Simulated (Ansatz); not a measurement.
Geometry optimisation, Ansatz, DFT PBE, scalar-relativistic, plane waves, PAW.

Input:

```yaml
crystal:
  lattice:
    - [0.0, 5.43, 5.43]
    - [5.43, 0.0, 5.43]
    - [5.43, 5.43, 0.0]
  atoms:
    - { symbol: Si, position: [0.0, 0.0, 0.0] }
    - { symbol: Si, position: [0.125, 0.125, 0.125] }
    - { symbol: Si, position: [0.0, 0.0, 0.5] }
    - { symbol: Si, position: [0.125, 0.125, 0.625] }
    - { symbol: Si, position: [0.0, 0.5, 0.0] }
    - { symbol: Si, position: [0.125, 0.625, 0.125] }
    - { symbol: Si, position: [0.0, 0.5, 0.5] }
    - { symbol: Si, position: [0.125, 0.625, 0.625] }
    - { symbol: Si, position: [0.5, 0.0, 0.0] }
    - { symbol: Si, position: [0.625, 0.125, 0.125] }
    - { symbol: Si, position: [0.5, 0.0, 0.5] }
    - { symbol: Si, position: [0.625, 0.125, 0.625] }
    - { symbol: Si, position: [0.5, 0.5, 0.0] }
    - { symbol: Si, position: [0.625, 0.625, 0.125] }
    - { symbol: Si, position: [0.5, 0.5, 0.5] }
    - { symbol: Si, position: [0.625, 0.625, 0.625] }
    - { symbol: Al, position: [0.3773823, 0.8791591, 0.3677963], spin: 1.0 }
magnetization:
  spin_polarized: true
basis:
  ecutwfc: 420.0
kpoints:
  mp_grid: { grid: [2, 2, 2] }
hamiltonian:
  xc: pbe
  pseudopotentials: { kind: paw, azcp: { folder: soft_1 } }
scf:
  occupations: { method: fermi_dirac, width: 0.05 }
  lower_state_search: "off"
relax:
  f_tol: 0.08
  max_steps: 25
  adjacent_minimum: "off"
```

Run as:

```bash
$ ansatz run input.yaml --threads 1 --pin off --max-ram 3072MiB --backend cpu --events-out ev --progress --plain --runs-dir out
```

Question: Where does it end, and by what steps?

Answer: The forces met the threshold. The force dipped under the threshold on the way, but the program's further checks kept it going. Limits of this set-up: coarse k mesh. After 3 steps the energy has fallen by 0.317 eV; Si9 moved furthest, 0.10 Å.

```csv
step,energy less start (eV),largest force component (eV/Å),accepted
0,0.0000,1.179,yes
1,-0.2843,0.416,yes
2,-0.3173,0.036,yes
3,-0.3173,0.036,yes
```

```xyz
17
Lattice="0.0000 5.4300 5.4300 5.4300 0.0000 5.4300 5.4300 5.4300 0.0000" Properties=species:S:1:pos:R:3
Si -0.015 0.014 -0.014
Si 1.357 1.341 1.358
Si 2.762 2.670 -0.047
Si 4.087 4.072 1.358
Si 2.728 0.013 2.730
Si 4.073 1.359 4.071
Si 5.418 2.703 2.728
Si 6.787 4.072 4.059
Si -0.056 2.660 2.770
Si 1.357 4.072 4.090
Si 2.764 5.479 2.761
Si 4.069 6.781 4.081
Si 2.729 2.700 5.417
Si 4.056 4.072 6.788
Si 5.387 5.475 5.385
Si 6.788 6.802 6.788
Al 6.781 4.062 6.802
```

Whether the end is a true minimum wasn't checked by a vibrational analysis.

Time of the run: 42 s on 1 thread of Arm Neoverse V2, with other jobs on the host, peak memory 0.65 GiB.
